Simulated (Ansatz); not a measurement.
Crystal: GeSb4Te7.

```
Te Sb Ge
1.0
     4.28930    0.00000    0.00000
    -2.14465    3.71464    0.00000
     0.00000    0.00000   24.63778
Te Sb Ge
7 4 1
Direct
  0.00000 0.00000 0.28102
  0.00000 0.00000 0.00000
  0.33333 0.66667 0.56861
  0.66667 0.33333 0.43139
  0.00000 0.00000 0.71898
  0.66667 0.33333 0.15027
  0.33333 0.66667 0.84973
  0.66667 0.33333 0.65025
  0.33333 0.66667 0.08110
  0.33333 0.66667 0.34975
  0.66667 0.33333 0.91890
  0.00000 0.00000 0.50000
```

The cell is a database's computed one.

Base run:

```yaml
Program: Ansatz 0.2.0
Functional: r2SCAN
Potentials_or_basis: Ansatz PAW
Cutoff: 500 eV
Density_cutoff: 2000 eV
k_mesh: 7 × 7 × 2
Occupations: fermi-dirac, width 0.05 eV
Spin: no spin polarisation
```

Its results: band gap on the k mesh 0.56 eV, direct; pressure 0.0 GPa; largest force 0.043 eV/Å.

Task: After a change of settings the same cell gave: band gap on the k mesh 0.36 eV, direct; pressure -2.7 GPa; largest force 0.120 eV/Å. Which change was it?
A. functional from r2SCAN to PBEsol; cutoff from 500 eV to 420 eV; density cutoff from 2000 eV to 1680 eV
B. functional from r2SCAN to LDA; cutoff from 500 eV to 420 eV; density cutoff from 2000 eV to 1680 eV
C. functional from r2SCAN to PBE; cutoff from 500 eV to 420 eV; density cutoff from 2000 eV to 1680 eV

Result: B.

r2SCAN gives the wider gap, since meta-GGAs in the generalised Kohn-Sham scheme recover part of the derivative discontinuity.

Caveats: spin-orbit coupling is left out, which moves the levels of the heavy elements; the PAW data sets come from PBE, with cores solved anew for the run's functional, which leaves a small shift of forces and pressure.

Not every run made on this cell is shown here.
